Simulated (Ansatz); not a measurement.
**AlBFH₃O₂: how energies converge with the basis set**

How large a basis does AlBFH₃O₂ need? Two functionals are run in growing sets.

Method: one geometry, several basis sets; program: Ansatz 0.2.0, Gaussian basis.

Plan: PBE0-D4/def2-SVP; ωB97M-V/def2-SVP; PBE0-D4/def2-QZVPP; ωB97M-V/def2-QZVPP; the functionals' def2-TZVPP values are taken from earlier runs.

## (1) The relaxed structure

The geometry comes from an earlier relaxation with PBE0-D4 in a triple-zeta def2 set; it is a stationary point, not always the lowest conformer.

8 atoms, charge 0, spin multiplicity 1.

Atoms are counted from 1 here; the program's logs count them from 0.

Bond lengths: B1–O2 1.335 Å, B1–H6 1.203 Å, B1–H7 1.203 Å, O2–Al3 1.664 Å, Al3–O4 1.677 Å, Al3–F5 1.640 Å, O4–H8 0.955 Å. Angles: O2–B1–H6 119.4°, O2–B1–H7 119.4°, H6–B1–H7 121.2°, B1–O2–Al3 178.9°, O2–Al3–O4 119.3°, O2–Al3–F5 119.0°, O4–Al3–F5 121.7°, Al3–O4–H8 123.4°.

Coordinates:

```mol
AlBFH3O2
  3D, bonds by distance, orders not assigned

  8  7  0  0  0  0  0  0  0  0999 V2000
   -0.2392    1.9278    0.0394 B   0  0
   -0.0564    0.6166   -0.1352 O   0  0
    0.1468   -1.0233   -0.3335 Al  0  0
    0.2694   -2.0058    1.0204 O   0  0
    0.2235   -1.6359   -1.8531 F   0  0
   -1.3581    2.3634    0.1172 H   0  0
    0.7182    2.6527    0.1144 H   0  0
    0.3880   -2.9527    0.9745 H   0  0
  1  2  8  0
  2  3  8  0
  3  4  8  0
  3  5  8  0
  1  6  8  0
  1  7  8  0
  4  8  8  0
M  END
```

## (2) PBE0-D4 in def2-SVP

File in.yaml:

```yaml
crystal:
  periodic: [false, false, false]
  atoms:
    - {symbol: B, position_ang: [-0.239153, 1.927830, 0.039369]}
    - {symbol: O, position_ang: [-0.056447, 0.616609, -0.135170]}
    - {symbol: Al, position_ang: [0.146774, -1.023319, -0.333481]}
    - {symbol: O, position_ang: [0.269388, -2.005761, 1.020448]}
    - {symbol: F, position_ang: [0.223503, -1.635891, -1.853125]}
    - {symbol: H, position_ang: [-1.358132, 2.363445, 0.117182]}
    - {symbol: H, position_ang: [0.718242, 2.652692, 0.114435]}
    - {symbol: H, position_ang: [0.388025, -2.952705, 0.974542]}
basis:
  gaussian: {orbitals: def2-SVP}
hamiltonian: {xc: pbe0, dispersion: d4}
output: {orbitals: {seedname: orbitals}}
```

On the command line:

```bash
$ ansatz run in.yaml --threads 2 --pin off --events-out ev --progress --plain --max-ram 4352MiB
```

Further steps of the session: ωB97M-V in def2-SVP; PBE0-D4 in def2-QZVPP; ωB97M-V in def2-QZVPP.

**Question.** What will the summary of the whole plan be? Wanted: PBE0-D4: double and triple zeta above quadruple; ωB97M-V: double and triple zeta above quadruple.

As calculated:

```
                                       quantity           value
PBE0-D4: double and triple zeta above quadruple  12.46, 0.68 eV
ωB97M-V: double and triple zeta above quadruple  12.60, 0.64 eV
```

What this shows: For PBE0-D4 the step from double to triple zeta gains 11.78 eV and the next only 0.68 eV. These are total energies; as a rule much of such shifts cancels in differences, which this series doesn't test. The LUMO of ωB97M-V is positive and keeps falling with the basis (0.95 to 0.33 eV): an unbound level that the basis holds in place.
